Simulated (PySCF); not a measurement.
Molecule: NCBClH, in a box.

```
N C B Cl H
1.0
    12.00000    0.00000    0.00000
     0.00000   12.00000    0.00000
     0.00000    0.00000   12.00000
N C B Cl H
1 1 1 1 1
Direct
  0.61140 0.37906 0.60260
  0.56642 0.44407 0.54810
  0.50892 0.53246 0.47664
  0.39076 0.49708 0.40307
  0.54484 0.62444 0.47157
```

Base run:

| Item | Value |
| --- | --- |
| Program | PySCF 2.14.0 |
| Functional | PBE50 |
| Potentials or basis | cc-pvdz (all-electron) |
| k mesh | 1 × 1 × 1 |
| Occupations | fixed |
| Spin | no spin polarisation |

Its results: gap between the frontier levels 8.96 eV.

Problem. The run is repeated on the same cell with these changes: functional from PBE50 to PBE. What comes out?

Solution. Gap between the frontier levels 4.12 eV.

PBE50 gives the wider gap, since exact exchange removes part of the self-interaction.

Caveats: this is a molecule in a periodic box at the Γ point, so its band gap is the HOMO-LUMO gap; the basis of atomic orbitals isn't converged, which shifts pressures, moduli and gaps.

